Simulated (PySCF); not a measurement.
# A gas-phase reaction: AlBrCl2 + FH → AlCl2F + BrH

What reaction energy should one expect for `[Cl][Al]([Cl])[Br]` + `F` → `[F][Al]([Cl])[Cl]` + `Br`?

Computed with PySCF 2.14.0; each step states its level. No surroundings beyond the atoms listed, unless a continuum is named. Atoms count from 0, parts from 1.

## (1) Starting point

Each species was relaxed by itself at PBE0-D3(BJ)/def2-SVP.

## (2) Energies of the species: PBE0-D3(BJ)/def2-TZVPD

The job: settings as JSON, then the geometry in Å.

```
{"job": {"kind": "react", "xc": "PBE0", "basis": "def2-TZVPD", "disp": "d3bj"}, "charge": 0, "multiplicity": 1}
-1 AlBrCl2 charge 0 multiplicity 1
Cl    -1.819040    -0.524720    -0.898000
Al    -0.026920     0.009100     0.014960
Cl    -0.067090     0.991720     1.849300
Br     1.913750    -0.464280    -0.970310

-1 FH charge 0 multiplicity 1
F      0.443190    -0.105060     0.065280
H     -0.443190     0.105060    -0.065280

+1 AlCl2F charge 0 multiplicity 1
F      0.879130    -1.413690    -0.500420
Al     0.056220    -0.071810    -0.006370
Cl     1.108500     1.676100     0.343500
Cl    -1.996540    -0.175780     0.245930

+1 BrH charge 0 multiplicity 1
Br     0.714010    -0.004180     0.002860
H     -0.708060     0.007360    -0.003540
```

Method: PBE0-D3(BJ)/def2-TZVPD reaction energy of separated species, gas phase.

The run is started by

```console
OMP_NUM_THREADS=1 python cluster_run.py task.json out
```

The driver reads the jobs from task.json and runs them one after another.

The log of the run:

```text
species 1 (AlBrCl2)
coarse grid: 26320 points
cycle   1  E = -3736.4844389729  dE = -7.504e-01  |g| = 4.202e-01  |ddm| = 2.041e+00
cycle   2  E = -3736.4728541739  dE =  1.158e-02  |g| = 4.536e-01  |ddm| = 8.465e-01
cycle   3  E = -3736.5212096837  dE = -4.836e-02  |g| = 8.057e-02  |ddm| = 4.803e-01
cycle   4  E = -3736.5224327872  dE = -1.223e-03  |g| = 1.569e-02  |ddm| = 5.926e-02
cycle   5  E = -3736.5224919541  dE = -5.917e-05  |g| = 3.744e-03  |ddm| = 1.693e-02
cycle   6  E = -3736.5224953050  dE = -3.351e-06  |g| = 1.221e-03  |ddm| = 4.746e-03
final grid: 48456 points
cycle   7  E = -3736.5225277744  dE =  6.193e-09  |g| = 1.397e-03  |ddm| = 2.532e-03
cycle   8  E = -3736.5225276893  dE =  8.505e-08  |g| = 1.611e-03  |ddm| = 2.444e-03
cycle   9  E = -3736.5225281710  dE = -4.817e-07  |g| = 5.574e-05  |ddm| = 1.264e-03
cycle  10  E = -3736.5225281716  dE = -5.948e-10  |g| = 9.027e-06  |ddm| = 5.009e-05
converged SCF energy = -3736.5225281716

species 2 (FH)
coarse grid: 1712 points
cycle   1  E = -100.3538442352  dE = -3.611e-02  |g| = 4.956e-01  |ddm| = 6.252e-01
cycle   2  E = -100.3143311587  dE =  3.951e-02  |g| = 7.429e-01  |ddm| = 5.125e-01
cycle   3  E = -100.3935544488  dE = -7.922e-02  |g| = 2.285e-02  |ddm| = 2.891e-01
cycle   4  E = -100.3936300601  dE = -7.561e-05  |g| = 4.204e-03  |ddm| = 9.788e-03
cycle   5  E = -100.3936320436  dE = -1.984e-06  |g| = 3.547e-04  |ddm| = 1.248e-03
final grid: 16976 points
cycle   6  E = -100.3948399833  dE = -1.843e-05  |g| = 3.848e-03  |ddm| = 7.102e-03
cycle   7  E = -100.3948382140  dE =  1.769e-06  |g| = 5.279e-03  |ddm| = 3.224e-03
cycle   8  E = -100.3948419831  dE = -3.769e-06  |g| = 1.020e-04  |ddm| = 1.935e-03
cycle   9  E = -100.3948419844  dE = -1.356e-09  |g| = 1.801e-05  |ddm| = 4.009e-05
cycle  10  E = -100.3948419845  dE = -4.982e-11  |g| = 2.991e-06  |ddm| = 1.026e-05
converged SCF energy = -100.3948419845

species 3 (AlCl2F)
coarse grid: 5960 points
cycle   1  E = -1262.3784013826  dE =  2.356e-01  |g| = 6.622e-01  |ddm| = 1.950e+00
cycle   2  E = -1262.2540629192  dE =  1.243e-01  |g| = 1.138e+00  |ddm| = 1.133e+00
cycle   3  E = -1262.4573485355  dE = -2.033e-01  |g| = 8.670e-02  |ddm| = 6.643e-01
cycle   4  E = -1262.4588308487  dE = -1.482e-03  |g| = 3.676e-02  |ddm| = 1.045e-01
cycle   5  E = -1262.4590628158  dE = -2.320e-04  |g| = 6.295e-03  |ddm| = 2.593e-02
cycle   6  E = -1262.4590716915  dE = -8.876e-06  |g| = 2.225e-03  |ddm| = 6.007e-03
final grid: 46992 points
cycle   7  E = -1262.4643971836  dE = -2.808e-05  |g| = 4.850e-03  |ddm| = 1.491e-02
cycle   8  E = -1262.4643953273  dE =  1.856e-06  |g| = 5.249e-03  |ddm| = 7.653e-03
cycle   9  E = -1262.4644014164  dE = -6.089e-06  |g| = 5.138e-04  |ddm| = 4.448e-03
cycle  10  E = -1262.4644014639  dE = -4.751e-08  |g| = 1.866e-04  |ddm| = 3.072e-04
cycle  11  E = -1262.4644014687  dE = -4.761e-09  |g| = 4.791e-05  |ddm| = 1.285e-04
cycle  12  E = -1262.4644014692  dE = -4.616e-10  |g| = 8.000e-06  |ddm| = 3.286e-05
converged SCF energy = -1262.4644014692

species 4 (BrH)
coarse grid: 9808 points
cycle   1  E = -2574.4494955984  dE = -1.080e+00  |g| = 2.722e-01  |ddm| = 1.043e+00
cycle   2  E = -2574.4541290422  dE = -4.633e-03  |g| = 1.697e-01  |ddm| = 2.595e-01
cycle   3  E = -2574.4588725992  dE = -4.744e-03  |g| = 2.987e-02  |ddm| = 1.190e-01
cycle   4  E = -2574.4591011822  dE = -2.286e-04  |g| = 4.144e-03  |ddm| = 2.197e-02
cycle   5  E = -2574.4591051667  dE = -3.985e-06  |g| = 1.308e-03  |ddm| = 4.258e-03
final grid: 18448 points
cycle   6  E = -2574.4591063141  dE = -6.974e-08  |g| = 1.372e-03  |ddm| = 2.019e-03
cycle   7  E = -2574.4591063284  dE = -1.425e-08  |g| = 1.396e-03  |ddm| = 1.787e-03
cycle   8  E = -2574.4591065484  dE = -2.200e-07  |g| = 5.113e-05  |ddm| = 8.378e-04
cycle   9  E = -2574.4591065491  dE = -6.567e-10  |g| = 1.020e-05  |ddm| = 4.388e-05
converged SCF energy = -2574.4591065491

Reaction energy = -2.966 kcal/mol
```

Wall time 11 s (1 thread of Arm Neoverse V1, shared host); peak memory 0.62 GiB.

Species by species (with the dispersion term, which the log's SCF energies lack):

```tsv
ν	species	energy (Eh)	HOMO (eV)
-1	[Cl][Al]([Cl])[Br]	-3736.52723	-9.01
-1	F	-100.39493	-11.83
+1	[F][Al]([Cl])[Cl]	-1262.46747	-9.69
+1	Br	-2574.45942	-8.79
```

## (3) Energies of the species: wB97M-D3(BJ)/def2-TZVPD

Same as in step 2 but for these lines:

```diff
@@ -1,2 +1,2 @@
-{"job": {"kind": "react", "xc": "PBE0", "basis": "def2-TZVPD", "disp": "d3bj"}, "charge": 0, "multiplicity": 1}
+{"job": {"kind": "react", "xc": "wB97M-D3(BJ)", "basis": "def2-TZVPD"}, "charge": 0, "multiplicity": 1}
 -1 AlBrCl2 charge 0 multiplicity 1
```

With the program's defaults for keys left out, this is: wB97M-D3(BJ)/def2-TZVPD reaction energy of separated species, gas phase.

The log of the run:

```text
species 1 (AlBrCl2)
coarse grid: 26320 points
cycle   1  E = -3737.3249328602  dE = -7.423e-01  |g| = 4.480e-01  |ddm| = 1.944e+00
cycle   2  E = -3737.3523256627  dE = -2.739e-02  |g| = 3.548e-01  |ddm| = 7.601e-01
cycle   3  E = -3737.3804687907  dE = -2.814e-02  |g| = 3.256e-02  |ddm| = 3.261e-01
cycle   4  E = -3737.3807112675  dE = -2.425e-04  |g| = 1.112e-02  |ddm| = 3.376e-02
cycle   5  E = -3737.3807549269  dE = -4.366e-05  |g| = 3.937e-03  |ddm| = 1.990e-02
cycle   6  E = -3737.3807602473  dE = -5.320e-06  |g| = 7.269e-04  |ddm| = 5.045e-03
final grid: 48456 points
cycle   7  E = -3737.3807639734  dE = -2.827e-07  |g| = 5.391e-04  |ddm| = 1.969e-03
cycle   8  E = -3737.3807640160  dE = -4.258e-08  |g| = 4.234e-04  |ddm| = 6.179e-04
cycle   9  E = -3737.3807640335  dE = -1.748e-08  |g| = 4.501e-05  |ddm| = 2.627e-04
cycle  10  E = -3737.3807640361  dE = -2.638e-09  |g| = 1.488e-05  |ddm| = 1.316e-04
cycle  11  E = -3737.3807640363  dE = -1.110e-10  |g| = 3.158e-06  |ddm| = 2.740e-05
converged SCF energy = -3737.3807640363

species 2 (FH)
coarse grid: 7776 points
cycle   1  E = -100.4688333702  dE = -9.413e-02  |g| = 4.644e-01  |ddm| = 6.196e-01
cycle   2  E = -100.4725113390  dE = -3.678e-03  |g| = 5.039e-01  |ddm| = 3.808e-01
cycle   3  E = -100.5053328878  dE = -3.282e-02  |g| = 2.574e-02  |ddm| = 1.678e-01
cycle   4  E = -100.5054088710  dE = -7.598e-05  |g| = 5.007e-03  |ddm| = 1.077e-02
cycle   5  E = -100.5054135133  dE = -4.642e-06  |g| = 4.335e-04  |ddm| = 3.766e-03
final grid: 16976 points
cycle   6  E = -100.5053940722  dE = -6.415e-08  |g| = 9.969e-05  |ddm| = 8.215e-04
cycle   7  E = -100.5053940757  dE = -3.477e-09  |g| = 6.927e-05  |ddm| = 2.146e-04
cycle   8  E = -100.5053940764  dE = -6.356e-10  |g| = 2.265e-05  |ddm| = 3.699e-05
converged SCF energy = -100.5053940764

species 3 (AlCl2F)
coarse grid: 24288 points
cycle   1  E = -1263.0460151862  dE =  2.003e-01  |g| = 6.523e-01  |ddm| = 1.849e+00
cycle   2  E = -1263.0443550771  dE =  1.660e-03  |g| = 7.885e-01  |ddm| = 9.191e-01
cycle   3  E = -1263.1336089153  dE = -8.925e-02  |g| = 5.750e-02  |ddm| = 4.245e-01
cycle   4  E = -1263.1344069881  dE = -7.981e-04  |g| = 2.689e-02  |ddm| = 7.588e-02
cycle   5  E = -1263.1345727694  dE = -1.658e-04  |g| = 3.674e-03  |ddm| = 2.011e-02
cycle   6  E = -1263.1345832916  dE = -1.052e-05  |g| = 8.796e-04  |ddm| = 8.095e-03
cycle   7  E = -1263.1345838306  dE = -5.390e-07  |g| = 2.077e-04  |ddm| = 1.614e-03
final grid: 46992 points
cycle   8  E = -1263.1345460885  dE = -1.520e-07  |g| = 1.802e-04  |ddm| = 1.036e-03
cycle   9  E = -1263.1345460945  dE = -5.943e-09  |g| = 1.341e-04  |ddm| = 1.986e-04
cycle  10  E = -1263.1345460975  dE = -3.031e-09  |g| = 2.999e-05  |ddm| = 8.912e-05
cycle  11  E = -1263.1345460979  dE = -3.379e-10  |g| = 1.612e-05  |ddm| = 3.476e-05
converged SCF energy = -1263.1345460979

species 4 (BrH)
coarse grid: 9808 points
cycle   1  E = -2574.7445266710  dE = -1.114e+00  |g| = 2.813e-01  |ddm| = 9.891e-01
cycle   2  E = -2574.7574654959  dE = -1.294e-02  |g| = 1.487e-01  |ddm| = 2.652e-01
cycle   3  E = -2574.7608923736  dE = -3.427e-03  |g| = 8.639e-03  |ddm| = 8.695e-02
cycle   4  E = -2574.7609296643  dE = -3.729e-05  |g| = 2.515e-03  |ddm| = 1.266e-02
cycle   5  E = -2574.7609340651  dE = -4.401e-06  |g| = 6.634e-04  |ddm| = 4.933e-03
final grid: 18448 points
cycle   6  E = -2574.7609188228  dE = -1.902e-07  |g| = 4.143e-04  |ddm| = 9.397e-04
cycle   7  E = -2574.7609188505  dE = -2.765e-08  |g| = 2.979e-04  |ddm| = 4.148e-04
cycle   8  E = -2574.7609188583  dE = -7.821e-09  |g| = 3.347e-05  |ddm| = 1.453e-04
cycle   9  E = -2574.7609188593  dE = -1.020e-09  |g| = 1.093e-05  |ddm| = 6.318e-05
cycle  10  E = -2574.7609188594  dE = -5.912e-11  |g| = 1.699e-06  |ddm| = 1.272e-05
converged SCF energy = -2574.7609188594

Reaction energy = -5.346 kcal/mol
```

It took 21 s on 1 thread of Arm Neoverse V1, shared host; peak memory 0.66 GiB.

Reaction energy at this level: -5.35 kcal/mol.

## (4) Energies of the species: B3LYP/pcseg-1

Same as in step 3 but for these lines:

```diff
@@ -1,2 +1,2 @@
-{"job": {"kind": "react", "xc": "wB97M-D3(BJ)", "basis": "def2-TZVPD"}, "charge": 0, "multiplicity": 1}
+{"job": {"kind": "react", "xc": "B3LYP", "basis": "pcseg-1", "grid": 0, "scf": {"max_cycle": 57}}, "charge": 0, "multiplicity": 1}
 -1 AlBrCl2 charge 0 multiplicity 1
```

Level: B3LYP/pcseg-1 reaction energy of separated species, gas phase.

The log of the run:

```text
species 1 (AlBrCl2)
final grid: 7320 points
cycle   1  E = -3736.8822503083  dE = -7.942e-01  |g| = 3.608e-01  |ddm| = 2.425e+00
cycle   2  E = -3736.8518138893  dE =  3.044e-02  |g| = 4.852e-01  |ddm| = 1.337e+00
cycle   3  E = -3736.9285858551  dE = -7.677e-02  |g| = 2.484e-02  |ddm| = 7.449e-01
cycle   4  E = -3736.9287438842  dE = -1.580e-04  |g| = 8.984e-03  |ddm| = 3.994e-02
cycle   5  E = -3736.9287691406  dE = -2.526e-05  |g| = 1.501e-03  |ddm| = 1.484e-02
cycle   6  E = -3736.9287698358  dE = -6.953e-07  |g| = 6.484e-04  |ddm| = 3.442e-03
cycle   7  E = -3736.9287699604  dE = -1.246e-07  |g| = 2.520e-05  |ddm| = 1.064e-03
cycle   8  E = -3736.9287699606  dE = -2.010e-10  |g| = 6.912e-06  |ddm| = 5.493e-05
converged SCF energy = -3736.9287699606

species 2 (FH)
final grid: 1712 points
cycle   1  E = -100.3734149327  dE = -2.861e-02  |g| = 4.758e-01  |ddm| = 9.732e-01
cycle   2  E = -100.3498217703  dE =  2.359e-02  |g| = 6.387e-01  |ddm| = 5.716e-01
cycle   3  E = -100.4107541063  dE = -6.093e-02  |g| = 1.904e-02  |ddm| = 3.153e-01
cycle   4  E = -100.4108112306  dE = -5.712e-05  |g| = 2.418e-03  |ddm| = 1.049e-02
cycle   5  E = -100.4108120693  dE = -8.387e-07  |g| = 1.370e-04  |ddm| = 1.135e-03
cycle   6  E = -100.4108120722  dE = -2.933e-09  |g| = 4.410e-06  |ddm| = 6.872e-05
cycle   7  E = -100.4108120723  dE = -3.837e-12  |g| = 2.955e-07  |ddm| = 3.543e-06
converged SCF energy = -100.4108120723

species 3 (AlCl2F)
final grid: 5960 points
cycle   1  E = -1262.7706942285  dE =  2.557e-01  |g| = 6.174e-01  |ddm| = 2.313e+00
cycle   2  E = -1262.6361216325  dE =  1.346e-01  |g| = 1.097e+00  |ddm| = 1.507e+00
cycle   3  E = -1262.8513103554  dE = -2.152e-01  |g| = 9.578e-02  |ddm| = 8.446e-01
cycle   4  E = -1262.8537245946  dE = -2.414e-03  |g| = 2.458e-02  |ddm| = 1.568e-01
cycle   5  E = -1262.8538817815  dE = -1.572e-04  |g| = 3.717e-03  |ddm| = 3.045e-02
cycle   6  E = -1262.8538855951  dE = -3.814e-06  |g| = 7.251e-04  |ddm| = 5.040e-03
cycle   7  E = -1262.8538857225  dE = -1.274e-07  |g| = 6.908e-05  |ddm| = 9.545e-04
cycle   8  E = -1262.8538857238  dE = -1.323e-09  |g| = 1.465e-05  |ddm| = 1.173e-04
cycle   9  E = -1262.8538857239  dE = -4.002e-11  |g| = 3.752e-06  |ddm| = 1.424e-05
converged SCF energy = -1262.8538857239

species 4 (BrH)
final grid: 3072 points
cycle   1  E = -2574.4881906726  dE = -1.137e+00  |g| = 1.377e-01  |ddm| = 1.181e+00
cycle   2  E = -2574.4897185369  dE = -1.528e-03  |g| = 1.310e-01  |ddm| = 3.716e-01
cycle   3  E = -2574.4955883801  dE = -5.870e-03  |g| = 7.356e-03  |ddm| = 1.854e-01
cycle   4  E = -2574.4956017982  dE = -1.342e-05  |g| = 8.758e-04  |ddm| = 9.192e-03
cycle   5  E = -2574.4956020114  dE = -2.132e-07  |g| = 3.540e-04  |ddm| = 1.667e-03
cycle   6  E = -2574.4956020468  dE = -3.536e-08  |g| = 1.183e-05  |ddm| = 5.197e-04
cycle   7  E = -2574.4956020469  dE = -5.230e-11  |g| = 7.599e-07  |ddm| = 1.726e-05
converged SCF energy = -2574.4956020469

Reaction energy = -6.216 kcal/mol
```

It took 1.5 s on 1 thread of Arm Neoverse V1, shared host; peak memory 0.33 GiB.

It converged, yet the result is unsound: grid level 0 is too coarse.

## (5) Energies of the species: PBE0/def2-SVP

Same as in step 4 but for these lines:

```diff
@@ -1,2 +1,2 @@
-{"job": {"kind": "react", "xc": "B3LYP", "basis": "pcseg-1", "grid": 0, "scf": {"max_cycle": 57}}, "charge": 0, "multiplicity": 1}
+{"job": {"kind": "react", "xc": "PBE0", "basis": "def2-SVP", "scf": {"guess": "minao", "conv": 1e-11}}, "charge": 0, "multiplicity": 1}
 -1 AlBrCl2 charge 0 multiplicity 1
```

With the program's defaults for keys left out, this is: PBE0/def2-SVP reaction energy of separated species, gas phase.

The log of the run:

```text
species 1 (AlBrCl2)
final grid: 48456 points
cycle   1  E = -3735.7643950505  dE = -7.923e-01  |g| = 3.625e-01  |ddm| = 2.246e+00
cycle   2  E = -3735.7491381539  dE =  1.526e-02  |g| = 4.337e-01  |ddm| = 1.088e+00
cycle   3  E = -3735.8064848635  dE = -5.735e-02  |g| = 3.648e-02  |ddm| = 6.084e-01
cycle   4  E = -3735.8067602489  dE = -2.754e-04  |g| = 6.680e-03  |ddm| = 3.561e-02
cycle   5  E = -3735.8067710149  dE = -1.077e-05  |g| = 2.244e-03  |ddm| = 1.187e-02
cycle   6  E = -3735.8067726731  dE = -1.658e-06  |g| = 5.745e-04  |ddm| = 4.030e-03
cycle   7  E = -3735.8067727306  dE = -5.752e-08  |g| = 7.430e-05  |ddm| = 5.934e-04
cycle   8  E = -3735.8067727319  dE = -1.286e-09  |g| = 9.440e-06  |ddm| = 9.985e-05
cycle   9  E = -3735.8067727319  dE = -2.638e-11  |g| = 2.455e-06  |ddm| = 1.217e-05
cycle  10  E = -3735.8067727319  dE =  4.547e-12  |g| = 2.954e-07  |ddm| = 2.958e-06
converged SCF energy = -3735.8067727319

species 2 (FH)
final grid: 16976 points
cycle   1  E = -100.2129039987  dE = -3.943e-02  |g| = 5.255e-01  |ddm| = 1.015e+00
cycle   2  E = -100.1982785636  dE =  1.463e-02  |g| = 6.299e-01  |ddm| = 6.404e-01
cycle   3  E = -100.2583300974  dE = -6.005e-02  |g| = 1.604e-02  |ddm| = 3.374e-01
cycle   4  E = -100.2583667235  dE = -3.663e-05  |g| = 2.327e-03  |ddm| = 8.759e-03
cycle   5  E = -100.2583674885  dE = -7.649e-07  |g| = 1.321e-04  |ddm| = 1.195e-03
cycle   6  E = -100.2583674916  dE = -3.103e-09  |g| = 3.781e-06  |ddm| = 7.765e-05
cycle   7  E = -100.2583674916  dE = -3.823e-12  |g| = 4.338e-07  |ddm| = 4.057e-06
converged SCF energy = -100.2583674916

species 3 (AlCl2F)
final grid: 46992 points
cycle   1  E = -1261.8427583660  dE =  2.114e-01  |g| = 6.560e-01  |ddm| = 2.182e+00
cycle   2  E = -1261.7282245228  dE =  1.145e-01  |g| = 1.066e+00  |ddm| = 1.387e+00
cycle   3  E = -1261.9289734598  dE = -2.007e-01  |g| = 8.624e-02  |ddm| = 8.206e-01
cycle   4  E = -1261.9306801518  dE = -1.707e-03  |g| = 2.357e-02  |ddm| = 1.223e-01
cycle   5  E = -1261.9308226963  dE = -1.425e-04  |g| = 4.181e-03  |ddm| = 2.790e-02
cycle   6  E = -1261.9308274950  dE = -4.799e-06  |g| = 6.116e-04  |ddm| = 4.824e-03
cycle   7  E = -1261.9308275887  dE = -9.366e-08  |g| = 4.043e-05  |ddm| = 6.245e-04
cycle   8  E = -1261.9308275891  dE = -4.129e-10  |g| = 1.631e-05  |ddm| = 6.248e-05
cycle   9  E = -1261.9308275891  dE = -6.185e-11  |g| = 3.400e-06  |ddm| = 1.344e-05
cycle  10  E = -1261.9308275891  dE = -1.819e-12  |g| = 4.332e-07  |ddm| = 3.926e-06
converged SCF energy = -1261.9308275891

species 4 (BrH)
final grid: 18448 points
cycle   1  E = -2574.1362703263  dE = -1.097e+00  |g| = 1.528e-01  |ddm| = 1.133e+00
cycle   2  E = -2574.1395805643  dE = -3.310e-03  |g| = 1.192e-01  |ddm| = 3.662e-01
cycle   3  E = -2574.1444587602  dE = -4.878e-03  |g| = 2.420e-02  |ddm| = 1.719e-01
cycle   4  E = -2574.1445280125  dE = -6.925e-05  |g| = 1.723e-03  |ddm| = 1.483e-02
cycle   5  E = -2574.1445282851  dE = -2.726e-07  |g| = 5.803e-04  |ddm| = 1.494e-03
cycle   6  E = -2574.1445283512  dE = -6.606e-08  |g| = 1.024e-04  |ddm| = 6.660e-04
cycle   7  E = -2574.1445283533  dE = -2.164e-09  |g| = 3.849e-06  |ddm| = 1.394e-04
cycle   8  E = -2574.1445283534  dE = -9.550e-12  |g| = 1.889e-07  |ddm| = 5.362e-06
converged SCF energy = -2574.1445283534

Reaction energy = -6.410 kcal/mol
```

Run time: 3.7 s. Hardware: 1 thread of Arm Neoverse V1, shared host; peak memory 0.4 GiB.

Reaction energy at this level: -6.41 kcal/mol.

## (6) Side by side

Energies in kcal/mol, with wall time:

```tsv
run	reaction	time
PBE0-D3(BJ)/def2-TZVPD	-2.97	11 s
wB97M-D3(BJ)/def2-TZVPD	-5.35	21 s
PBE0/def2-SVP	-6.41	3.7 s
```

## (7) Summary of results

| quantity | value |
| --- | --- |
| reaction energy (PBE0-D3(BJ)/def2-TZVPD) | -2.97 kcal/mol |
| ΔH, ΔG at 298 K (xTB thermal terms) | -4.6, -4.9 kcal/mol |
| range of the reaction energy over the runs of this table | -6.41 to -2.97 kcal/mol |
| runs | 4, of which 0 failed and 1 ended on unsound input |

**Reading.** The reaction is exothermic by 4.6 kcal/mol in the gas phase; dispersion gives +0.89, and xTB itself gave -16.30 for the electronic energy (xTB energies and thermal terms come from the earlier relaxation of each species, not shown). No barrier was sought. xTB and this level differ widely in the electronic energy, so what comes from xTB (the thermal terms above all) is less safe here. The reaction energy runs from -6.41 (PBE0/def2-SVP) to -2.97 kcal/mol (PBE0-D3(BJ)/def2-TZVPD). Some runs hold a dispersion term and some don't.
